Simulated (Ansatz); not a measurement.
# TaN: energy and stress against strain

The task, for TaN: strain the cell along the Voigt pattern (1, 0, 0, 0, 0, 0).

Program: Ansatz 0.2.0. Level of theory: DFT PBEsol, scalar-relativistic, plane waves, PAW. These are calculated values, not measurements.

## (1) The system as given

It takes space group Fm-3m (No. 225, cubic). The conventional cell has a = 4.358 Å, b = 4.358 Å, c = 4.358 Å, α = 90.00°, β = 90.00°, γ = 90.00°. Ta (site symmetry m-3m) has 6 N at 2.18 Å in its first shell of neighbours. N (site symmetry m-3m) is surrounded by 6 Ta at 2.18 Å.

Coordinates:

```
CELL_PARAMETERS angstrom
0.00000 2.17900 2.17900
2.17900 0.00000 2.17900
2.17900 2.17900 0.00000
ATOMIC_POSITIONS crystal
Ta 0.50000 0.50000 0.50000
N 0.00000 0.00000 0.00000
```

The cell is taken as given, not relaxed at this level.

## (2) The reference cell

The reference gives a free energy of -10187.0611 eV, pressure 4.45 GPa, largest force 0.000 eV/Å and gap on the mesh none (metal). It was computed beforehand with the settings of the runs below.

## (3) Setting up energy and stress against strain

The cell is strained by ε times the Voigt pattern (1, 0, 0, 0, 0, 0) (xx, yy, zz, yz, xz, xy; engineering shear), with fractional coordinates fixed (clamped ions). The stress on the pattern is the sum of the stress components weighted by it, tension positive.

## (4) At ε = -0.0400

The input, input.yaml:

```yaml
crystal:
  lattice:
    - [0.0, 2.179, 2.179]
    - [2.09184, 0.0, 2.179]
    - [2.09184, 2.179, 0.0]
  atoms:
    - { symbol: Ta, position: [0.5, 0.5, 0.5] }
    - { symbol: "N", position: [0.0, 0.0, 0.0] }
basis:
  ecutwfc: 420
kpoints:
  mp_grid: { grid: [18, 18, 18] }
hamiltonian:
  xc: pbesol
scf:
  occupations: { method: gaussian, width: 0.15 }
output:
  forces: true
  stress: true
  eigenvalues: true
```

Started as:

```bash
$ ansatz run input.yaml --threads 1 --pin off --max-ram 2560MiB --backend cpu --events-out ev --progress --plain --runs-dir out
```

## (5) ε = 0.0300

Changes to input.yaml since step 4:

```diff
@@ -3,4 +3,4 @@
     - [0.0, 2.179, 2.179]
-    - [2.09184, 0.0, 2.179]
-    - [2.09184, 2.179, 0.0]
+    - [2.24437, 0.0, 2.179]
+    - [2.24437, 2.179, 0.0]
   atoms:
```

## (6) Point ε = -0.0200

Changes to input.yaml since step 5:

```diff
@@ -3,4 +3,4 @@
     - [0.0, 2.179, 2.179]
-    - [2.24437, 0.0, 2.179]
-    - [2.24437, 2.179, 0.0]
+    - [2.13542, 0.0, 2.179]
+    - [2.13542, 2.179, 0.0]
   atoms:
```

## (7) Point ε = 0.0100

Changes to input.yaml since step 6:

```diff
@@ -3,4 +3,4 @@
     - [0.0, 2.179, 2.179]
-    - [2.13542, 0.0, 2.179]
-    - [2.13542, 2.179, 0.0]
+    - [2.20079, 0.0, 2.179]
+    - [2.20079, 2.179, 0.0]
   atoms:
```

## (8) At ε = 0.0400

Changes to input.yaml since step 7:

```diff
@@ -3,4 +3,4 @@
     - [0.0, 2.179, 2.179]
-    - [2.20079, 0.0, 2.179]
-    - [2.20079, 2.179, 0.0]
+    - [2.26616, 0.0, 2.179]
+    - [2.26616, 2.179, 0.0]
   atoms:
```

## (9) ε = -0.0300

Changes to input.yaml since step 8:

```diff
@@ -3,4 +3,4 @@
     - [0.0, 2.179, 2.179]
-    - [2.26616, 0.0, 2.179]
-    - [2.26616, 2.179, 0.0]
+    - [2.11363, 0.0, 2.179]
+    - [2.11363, 2.179, 0.0]
   atoms:
```

## (10) Point ε = 0.0200

Changes to input.yaml since step 9:

```diff
@@ -3,4 +3,4 @@
     - [0.0, 2.179, 2.179]
-    - [2.11363, 0.0, 2.179]
-    - [2.11363, 2.179, 0.0]
+    - [2.22258, 0.0, 2.179]
+    - [2.22258, 2.179, 0.0]
   atoms:
```

## (11) Point ε = -0.0100

Changes to input.yaml since step 10:

```diff
@@ -3,4 +3,4 @@
     - [0.0, 2.179, 2.179]
-    - [2.22258, 0.0, 2.179]
-    - [2.22258, 2.179, 0.0]
+    - [2.15721, 0.0, 2.179]
+    - [2.15721, 2.179, 0.0]
   atoms:
```

## (12) ε = 0.0350

Changes to input.yaml since step 11:

```diff
@@ -3,4 +3,4 @@
     - [0.0, 2.179, 2.179]
-    - [2.15721, 0.0, 2.179]
-    - [2.15721, 2.179, 0.0]
+    - [2.255265, 0.0, 2.179]
+    - [2.255265, 2.179, 0.0]
   atoms:
```

(Steps that only read results are left out.)

Before running it: what results should come out? Wanted: slope of the stress at ε = 0, over ±0.0100.

The runs gave:

```
                                  quantity    value
slope of the stress at ε = 0, over ±0.0100  826 GPa
```

**Reading.** The slope of the stress at zero strain, 826 GPa, estimates C11 with clamped ions in this Cartesian frame; letting the atoms relax could not make it stiffer. The reference stands under 4.4 GPa, so this is no zero-stress constant. The energy drops below the reference, by 0.3 meV/atom at ε = 0.0100; the cell was taken as given and not relaxed at this level. Compression costs more than tension: 61.9 against 24.2 meV/atom at the ends. The runs treat Ta without spin-orbit coupling.
